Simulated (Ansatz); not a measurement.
# CH3ClF2SZr: how energies converge with the basis set

How large a basis does CH3ClF2SZr need? Two functionals are run in growing sets.

Program: Ansatz 0.2.0, Gaussian basis. Level of theory: one geometry, several basis sets. These are calculated values, not measurements.

Plan: PBE0-D4/def2-SVP; ωB97M-V/def2-SVP; PBE0-D4/def2-QZVPP; ωB97M-V/def2-QZVPP; the functionals' def2-TZVPP values are taken from earlier runs.

## (1) Structure used throughout

All runs share one geometry, relaxed beforehand with PBE0-D4 in a triple-zeta def2 set. Zr takes the def2 core potential; no spin-orbit term is included.

SMILES `C[S][Zr]([F])([F])[Cl]`, 9 atoms, charge 0, spin multiplicity 1.

Atoms are counted from 1 here; the program's logs count them from 0.

Bond lengths: C1–S2 1.829 Å, C1–H7 1.088 Å, C1–H8 1.089 Å, C1–H9 1.099 Å, S2–Zr3 2.399 Å, Zr3–F4 1.896 Å, Zr3–F5 1.896 Å, Zr3–Cl6 2.337 Å. Angles: S2–C1–H7 108.8°, S2–C1–H8 108.8°, S2–C1–H9 114.3°, H7–C1–H8 110.5°, H7–C1–H9 107.1°, H8–C1–H9 107.1°, C1–S2–Zr3 88.1°, S2–Zr3–F4 108.3°, S2–Zr3–F5 108.3°, S2–Zr3–Cl6 108.6°, F4–Zr3–F5 107.9°, F4–Zr3–Cl6 111.8°, F5–Zr3–Cl6 111.8°.

## (2) PBE0-D4 in def2-SVP

Contents of in.yaml:

```yaml
crystal:
  periodic: [false, false, false]
  atoms:
    - {symbol: C, position_ang: [0.641363, -1.401947, -0.194238]}
    - {symbol: S, position_ang: [0.293819, -0.635887, 1.429446]}
    - {symbol: Zr, position_ang: [-0.579195, 1.266307, 0.256003]}
    - {symbol: F, position_ang: [-1.998347, 0.679948, -0.855497]}
    - {symbol: F, position_ang: [0.788712, 1.955279, -0.860767]}
    - {symbol: Cl, position_ang: [-1.297534, 2.842562, 1.824590]}
    - {symbol: H, position_ang: [1.710762, -1.588918, -0.273066]}
    - {symbol: H, position_ang: [0.084234, -2.334037, -0.269776]}
    - {symbol: H, position_ang: [0.356186, -0.783296, -1.056694]}
basis:
  gaussian: {orbitals: def2-SVP}
hamiltonian: {xc: pbe0, dispersion: d4}
output: {orbitals: {seedname: orbitals}}
```

Launch:

```
> ansatz run in.yaml --threads 2 --pin off --events-out ev --progress --plain --max-ram 32768MiB --backend cpu
```

Further steps of the session: ωB97M-V in def2-SVP; PBE0-D4 in def2-QZVPP; ωB97M-V in def2-QZVPP.

Before running them: what should the planned runs give, taken together? Wanted: PBE0-D4: double and triple zeta above quadruple; ωB97M-V: double and triple zeta above quadruple.

As calculated:

| quantity | value |
| --- | --- |
| PBE0-D4: double and triple zeta above quadruple | 17.40, 1.13 eV |
| ωB97M-V: double and triple zeta above quadruple | 17.48, 1.07 eV |

For PBE0-D4 the step from double to triple zeta gains 16.27 eV and the next only 1.13 eV. These are total energies; as a rule much of such shifts cancels in differences, which this series doesn't test.
